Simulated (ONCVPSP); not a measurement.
# An ONCV potential for manganese, from input to tests

Aim: build the potential from the settings below, then test how well it stands in for the atom: other configurations, scattering, ghost states and the plane-wave cutoff that it needs.

Program: ONCVPSP 4.0.1. Reference atom: PBEsol, scalar-relativistic, spherical and spin-unpolarised. All values are calculated.

## 1. The design

Typed settings, in words:

| Item | Value |
| --- | --- |
| element | manganese (Mn, Z = 25) |
| type | optimised norm-conserving Vanderbilt (ONCV) |
| frozen core | [Ne] |
| valence charge | 15 |
| reference configuration | 3s2 3p6 3d5 4s2 |
| partial waves | 3s+4s: rc 1.40 bohr, ncon 3, nbas 8, qcut 8.4 1/bohr, 2 projectors; 3p: rc 1.00 bohr, ncon 4, nbas 9, qcut 7.7 1/bohr, 2 projectors, debl 3.6 Ha; 3d: rc 1.05 bohr, ncon 4, nbas 8, qcut 12.4 1/bohr, 2 projectors, debl 2.5 Ha; f scattering state at 0.31 Ha: rc 1.45 bohr, ncon 4, nbas 8, qcut 8.1 1/bohr, 3 projectors, debl 1.9 Ha |
| local potential | polynomial inside 0.85 bohr (lpopt 5, dvloc0 1 Ha) |
| core correction | Teter function, fcfact 4.75, rcfact 1.55 |

The nodes and maxima of the atom's own shells, from an earlier all-electron run, set the scale for the radii.

All-electron outer shells of the reference configuration (PBEsol, scalar-relativistic, ld1.x):

```csv
shell,level (eV),outermost node (bohr),outermost maximum (bohr)
2p,-629.76,–,0.19
3s,-85.64,0.34,0.74
3p,-54.48,0.31,0.75
3d,-6.79,–,0.76
4s,-5.12,1.05,2.51
4p,-1.35,1.16,3.38
```

## 2. Generating the potential

Mn.dat

```
# ATOM AND REFERENCE CONFIGURATION
# atsym  z   nc   nv     iexc    psfile
  Mn 25.00    3    4  -116133      upf
#
#   n    l    f
    1    0    2.00
    2    0    2.00
    2    1    6.00
    3    0    2.00
    3    1    6.00
    3    2    5.00
    4    0    2.00
#
# PSEUDOPOTENTIAL AND OPTIMIZATION
# lmax
    3
#
#   l,   rc,      ep,       ncon, nbas, qcut
    0    1.40    0.00    3    8    8.40
    1    1.00    0.00    4    9    7.70
    2    1.05    0.00    4    8   12.40
    3    1.45    0.31    4    8    8.10
#
# LOCAL POTENTIAL
# lloc, lpopt,  rc(5),   dvloc0
    4    5    0.85    1.00
#
# VANDERBILT-KLEINMAN-BYLANDER PROJECTORs
# l, nproj, debl
    0    2    0.40
    1    2    3.60
    2    2    2.50
    3    3    1.90
#
# MODEL CORE CHARGE
# icmod, fcfact, rcfact
    3    4.75    1.55
#
# LOG DERIVATIVE ANALYSIS
# epsh1, epsh2, depsh
   -5.00    5.00    0.04
#
# OUTPUT GRID
# rlmax, drl
    6.00    0.01
#
# TEST CONFIGURATIONS
# ncnf
    4
# nvcnf
#   n    l    f
    4
    3    0    2.00
    3    1    6.00
    3    2    5.00
    4    0    1.00
#
    4
    3    0    2.00
    3    1    6.00
    3    2    5.00
    4    0    0.00
#
    4
    3    0    2.00
    3    1    6.00
    3    2    4.00
    4    0    0.00
#
    5
    3    0    2.00
    3    1    6.00
    3    2    5.00
    4    0    1.00
    4    1    1.00
#
```

Command:

```
$ oncvpsp.x < Mn.dat > Mn.out
```

What does the calculation give? Wanted: cutoffs for 1 and 0.1 mHa per electron, occupied waves; bound ghosts; GHOST(+) flags; largest test error; largest phase difference near zero energy, channels read; rms error of d²Exc/dn², without and with the model core.

**Answer**, as computed:

| quantity | value |
| --- | --- |
| cutoffs for 1 and 0.1 mHa per electron, occupied waves | 68 Ha and 91 Ha |
| bound ghosts | none found |
| GHOST(+) flags | none at low energy |
| largest test error (AE − PS) | -3.2 meV, for 3s2 3p6 3d4 4s0 |
| largest phase difference near zero energy, channels read | 0.000 rad |
| rms error of d²Exc/dn², without and with the model core | 2.47 and 1.88 mHa |

By total energies transferability is very good: the largest error is 3.2 meV on 56.4 eV, for 3s2 3p6 3d4 4s0. By its cutoff, 68 Ha for the looser tolerance, it is very hard. At the looser tolerance the 3d wave is the slowest; 3p needs 28 Ha. It is free of bound ghosts as far as tested. Near zero energy the phases of the channels with partial waves agree within 0.001 rad. These are tests on the free atom; a crystal test is still owed.
